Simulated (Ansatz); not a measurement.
# WN2+ (quartet): the correlation ladder, def2-SVP

An exercise on one series of results from a longer session: the logs are not shown, and one member is left open.

Method: def2-SVP, core rule «outside noble gas», up to 6 orbitals frozen; program: Ansatz 0.2.0, Gaussian basis.

The runs, in order: UHF; CCSD(T) on ROHF; CCSD(T) on UHF; CISD; CCSDT(Q) on ROHF; CCSDT(Q) on UHF; CASSCF and MRCISD+Q, 11 electrons in 12 orbitals; CASSCF and NEVPT2, 11 electrons in 12 orbitals.

12 further runs of the same task are left out: 6 for a known fault of the program, 6 set aside as unsound or not needed.

### What is computed

The geometry is a PBE0/def2-TZVP stationary point (not a proven minimum) of the parent state, kept for this charge and spin. No spin-orbit coupling is included. Elements past krypton take def2 core potentials.

3 atoms, charge 1, spin multiplicity 4.

Atoms are counted from 1 here; the program's logs count them from 0.

Bond lengths: W1–N2 1.891 Å, N2–N3 1.129 Å. Angles: W1–N2–N3 180.0°.

Set-up of the first run:

File in.yaml:

```yaml
crystal:
  periodic: [false, false, false]
  atoms:
    - {symbol: W, position_ang: [0.000000, 0.000000, 1.636900]}
    - {symbol: N, position_ang: [0.000000, 0.000000, -0.254000]}
    - {symbol: N, position_ang: [0.000000, 0.000000, -1.382900]}
basis:
  gaussian: {orbitals: def2-SVP}
total_charge: 1
magnetization: {spin_polarized: true, initial_magnetization: 3}
hamiltonian: {xc: hf}
output: {orbitals: {seedname: orbitals}}
```

Started as:

```bash
ansatz run in.yaml --threads 1 --pin off --events-out ev --progress --plain --max-ram 2816MiB --backend cpu
```

Steps of the session up to this table: UHF; CCSD(T) on ROHF; CCSD(T) on UHF; CISD; CCSDT(Q) on ROHF; CCSDT(Q) on UHF; CASSCF and MRCISD+Q, 11 electrons in 12 orbitals; CASSCF and NEVPT2, 11 electrons in 12 orbitals.

One of the session's tables, all rows but one given; the rest of the session is left out.

| method | from RCCSDT(Q) (kJ/mol) |
| --- | --- |
| UHF | +1042.6 |
| RMP2 | +108.4 |
| UMP2 | +126.5 |
| RCCSD | +74.8 |
| UCCSD | -12.9 |
| RCCSD(T) | +20.0 |
| UCCSD(T) | -96.4 |
| RCCSDT | ? |
| UCCSDT | +12.3 |
| RCCSDT(Q) | 0 |
| UCCSDT(Q) | +1.3 |
| CASSCF valence | +723.1 |
| NEVPT2 valence | +142.6 |
| MRCISD valence | +76.3 |
| MRCISD+Q valence | +21.6 |

Q: Estimate the row for RCCSDT from the others.

**Answer.** from RCCSDT(Q) (kJ/mol): +9.7. In the column «from RCCSDT(Q) (kJ/mol)» it lies between UCCSDT(Q) (+1.3) and UCCSDT (+12.3).

Not comparable, so not listed: CISD (they don't share determinant, frozen orbitals or solution with the rows shown, or repeat one).

Limits of these values: The determinant is far from a pure spin state, so its energy mixes those of several spin states (harmless only where they are near-degenerate, as at dissociation). Left out of the table: ROHF (another determinant or state than the rows shown). The program flags UCCSD(T), UCCSDT(Q) as in doubt, so those rows may rest on another solution; read them beside their warnings. Warnings: spin contamination; coupled cluster took another determinant than the lowest. Restricted and unrestricted rows rest on different reference determinants; where their highest levels disagree by more than a few hundredths of an eV, they describe different states and don't form one ladder.
